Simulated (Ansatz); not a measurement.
# Ge2H8N2O: up Jacob's ladder to CCSD(T)

An exercise on one series of results from a longer session: the logs are not shown, and one member is left open.

Program: Ansatz 0.2.0, Gaussian basis. Level of theory: functionals in def2-TZVPP, the program's frozen cores in correlated methods. These are calculated values, not measurements.

Levels to be run: PBE-D4, r2SCAN-D4, PBE0-D4, B3LYP-D4, ωB97X-V, ωB97M-V, B2PLYP; CCSD(T)/def2-TZVPP; MP2/def2-QZVPP; extrapolation to the limit.

### The geometry

The geometry comes from an earlier relaxation with PBE0-D4 in a triple-zeta def2 set; it is a stationary point, not always the lowest conformer.

13 atoms, charge 0, spin multiplicity 1.

Atoms are counted from 1 here; the program's logs count them from 0.

Bond lengths: N1–Ge2 1.843 Å, N1–H6 1.010 Å, N1–H7 1.010 Å, Ge2–O3 1.763 Å, Ge2–H8 1.540 Å, Ge2–H9 1.539 Å, O3–Ge4 1.788 Å, Ge4–N5 1.825 Å, Ge4–H10 1.536 Å, Ge4–H11 1.534 Å, N5–H12 1.010 Å, N5–H13 1.011 Å. Angles: Ge2–N1–H6 114.5°, Ge2–N1–H7 115.5°, H6–N1–H7 108.7°, N1–Ge2–O3 107.1°, N1–Ge2–H8 106.3°, N1–Ge2–H9 114.3°, O3–Ge2–H8 110.9°, O3–Ge2–H9 105.5°, H8–Ge2–H9 112.6°, Ge2–O3–Ge4 124.3°, O3–Ge4–N5 114.0°, O3–Ge4–H10 107.8°, O3–Ge4–H11 104.7°, N5–Ge4–H10 108.0°, N5–Ge4–H11 108.8°, H10–Ge4–H11 113.7°, Ge4–N5–H12 115.5°, Ge4–N5–H13 112.8° and more.

Set-up of the first run:

in.yaml

```yaml
crystal:
  periodic: [false, false, false]
  atoms:
    - {symbol: N, position_ang: [0.785292, -1.456887, -0.684061]}
    - {symbol: Ge, position_ang: [1.182076, -0.703156, 0.949913]}
    - {symbol: O, position_ang: [-0.241531, 0.203429, 1.461085]}
    - {symbol: Ge, position_ang: [-1.483068, 0.844990, 0.345863]}
    - {symbol: N, position_ang: [-0.802980, 1.558008, -1.190833]}
    - {symbol: H, position_ang: [1.577067, -1.550731, -1.304808]}
    - {symbol: H, position_ang: [0.295733, -2.340083, -0.647778]}
    - {symbol: H, position_ang: [2.376805, 0.238404, 0.712722]}
    - {symbol: H, position_ang: [1.445662, -1.723514, 2.072057]}
    - {symbol: H, position_ang: [-2.413181, -0.314893, -0.040701]}
    - {symbol: H, position_ang: [-2.182241, 1.956880, 1.138264]}
    - {symbol: H, position_ang: [-0.260108, 2.401594, -1.075929]}
    - {symbol: H, position_ang: [-0.279536, 0.885957, -1.735794]}
basis:
  gaussian: {orbitals: def2-TZVPP}
hamiltonian: {xc: pbe, dispersion: d4}
output: {forces: true, orbitals: {seedname: orbitals}}
```

Launch:

```
ansatz run in.yaml --threads 2 --pin off --events-out ev --progress --plain --max-ram 32768MiB --backend cuda --devices 0, --max-vram 18GiB
```

Among the steps run: PBE-D4 (GGA); r2SCAN-D4 (meta-GGA); PBE0-D4 (hybrid); B3LYP-D4 (hybrid); ωB97X-V (range-separated); ωB97M-V (range-separated); B2PLYP (double hybrid); CCSD(T) in def2-TZVPP; MP2 in def2-QZVPP.

One of the session's tables, all rows but one given; the rest of the session is left out.

```
            method  atomisation energy (kcal/mol)
            PBE-D4                          993.0
         r2SCAN-D4                          981.4
           PBE0-D4                          973.2
          B3LYP-D4                          983.2
           ωB97X-V                          994.4
           ωB97M-V                              ?
            B2PLYP                          973.7
     HF/def2-TZVPP                          662.9
    MP2/def2-TZVPP                          972.9
   CCSD/def2-TZVPP                          949.4
CCSD(T)/def2-TZVPP                          965.4
           MP2/CBS                          999.8
       CCSD(T)/CBS                          992.3
```

**Question.** Estimate the row for ωB97M-V.

As computed: atomisation energy (kcal/mol): 984.5. In the column «atomisation energy (kcal/mol)» it lies between B3LYP-D4 (983.2) and CCSD(T)/CBS (992.3).
